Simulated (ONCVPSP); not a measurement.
**Pseudopotential generation for Gd: ONCV, PBE**

Aim: build the potential from the settings below, then test how well it stands in for the atom: other configurations, scattering, ghost states and the plane-wave cutoff that it needs.

Method: ONCVPSP 4.0.1, PBE, scalar-relativistic.

### Step 1. The atom and the settings

The settings as typed:

```
element                 : gadolinium (Gd, Z = 64)
type                    : optimised norm-conserving Vanderbilt (ONCV)
frozen core             : [Kr] 4d10
valence charge          : 18
reference configuration : 4f7 5s2 5p6 5d1 6s2
partial waves           : 5s+6s: rc 1.90 bohr, ncon 4, nbas 8, qcut 5.6 1/bohr, 2 projectors; 5p: rc 1.60 bohr, ncon 3, nbas 7, qcut 4.7 1/bohr, 3 projectors, debl 3.3 Ha; 5d: rc 3.35 bohr, ncon 4, nbas 9, qcut 3.9 1/bohr, 2 projectors, debl 4 Ha; 4f: rc 0.95 bohr, ncon 4, nbas 9, qcut 18.5 1/bohr, local
local potential         : the f channel
core correction         : Teter function, fcfact 2, rcfact 1.75
```

The nodes and maxima of the atom's own shells, from an earlier all-electron run, set the scale for the radii.

All-electron outer shells of the reference configuration (PBE, scalar-relativistic, ld1.x):

```tsv
shell	level (eV)	outermost node (bohr)	outermost maximum (bohr)
4d	-147.72	0.27	0.56
5s	-49.74	0.65	1.20
5p	-27.26	0.70	1.35
4f	-8.70	–	0.56
6s	-4.13	1.60	3.37
5d	-2.53	0.79	1.95
6p	-1.33	1.93	4.55
```

### Step 2. Generating the potential

Gd.dat reads:

```
# ATOM AND REFERENCE CONFIGURATION
# atsym  z   nc   nv     iexc    psfile
  Gd 64.00    9    5        4      upf
#
#   n    l    f
    1    0    2.00
    2    0    2.00
    2    1    6.00
    3    0    2.00
    3    1    6.00
    3    2   10.00
    4    0    2.00
    4    1    6.00
    4    2   10.00
    4    3    7.00
    5    0    2.00
    5    1    6.00
    5    2    1.00
    6    0    2.00
#
# PSEUDOPOTENTIAL AND OPTIMIZATION
# lmax
    3
#
#   l,   rc,      ep,       ncon, nbas, qcut
    0    1.90    0.00    4    8    5.60
    1    1.60    0.00    3    7    4.70
    2    3.35    0.00    4    9    3.90
    3    0.95    0.00    4    9   18.50
#
# LOCAL POTENTIAL
# lloc, lpopt,  rc(5),   dvloc0
    3    5    0.95    0.00
#
# VANDERBILT-KLEINMAN-BYLANDER PROJECTORs
# l, nproj, debl
    0    2    0.80
    1    3    3.30
    2    2    4.00
    3    0    0.60
#
# MODEL CORE CHARGE
# icmod, fcfact, rcfact
    3    2.00    1.75
#
# LOG DERIVATIVE ANALYSIS
# epsh1, epsh2, depsh
   -3.00    5.00    0.02
#
# OUTPUT GRID
# rlmax, drl
    6.00    0.01
#
# TEST CONFIGURATIONS
# ncnf
    4
# nvcnf
#   n    l    f
    5
    4    3    7.00
    5    0    2.00
    5    1    6.00
    5    2    1.00
    6    0    1.00
#
    5
    4    3    7.00
    5    0    2.00
    5    1    6.00
    5    2    1.00
    6    0    0.00
#
    5
    4    3    7.00
    5    0    2.00
    5    1    6.00
    5    2    0.00
    6    0    0.00
#
    6
    4    3    7.00
    5    0    2.00
    5    1    6.00
    5    2    1.00
    6    0    0.00
    6    1    2.00
#
```

Started as:

```
$ oncvpsp.x < Gd.dat > Gd.out
```

What does the calculation give? Wanted: cutoffs for 1 and 0.1 mHa per electron, occupied waves; bound ghosts; GHOST(+) flags; largest test error; largest phase difference near zero energy, channels read; rms error of d²Exc/dn², without and with the model core.

**Answer**, as computed:

| quantity | value |
| --- | --- |
| cutoffs for 1 and 0.1 mHa per electron, occupied waves | 140 Ha and 153 Ha |
| bound ghosts | s at -824.98 eV, p at -157.17 eV, d at -226.39 eV |
| GHOST(+) flags | s at 61 eV |
| largest test error (AE − PS) | -12 meV, for 4f7 5s2 5p6 5d1 6s0 (1 test unsolved) |
| largest phase difference near zero energy, channels read | 0.015 rad |
| rms error of d²Exc/dn², without and with the model core | 6.45 and 4.09 mHa |

What this shows: A bound ghost (s, p, d) makes it unfit for use: electrons can fall into a state that the atom doesn't have. By total energies transferability is good where solved: the largest error is 12 meV on 18.7 eV, for 4f7 5s2 5p6 5d1 6s0. Atomic tests can pass in spite of a ghost, since they solve only for the levels asked. Of the tests 1 gave no usable energy difference, which is a warning in itself. The potential is very hard: the looser tolerance needs 140 Ha. At the looser tolerance the 4f wave is the slowest; 5p needs 34 Ha. Near zero energy the phases of the channels with partial waves agree within 0.015 rad. The program also flags highly localised states, GHOST(+) (s).
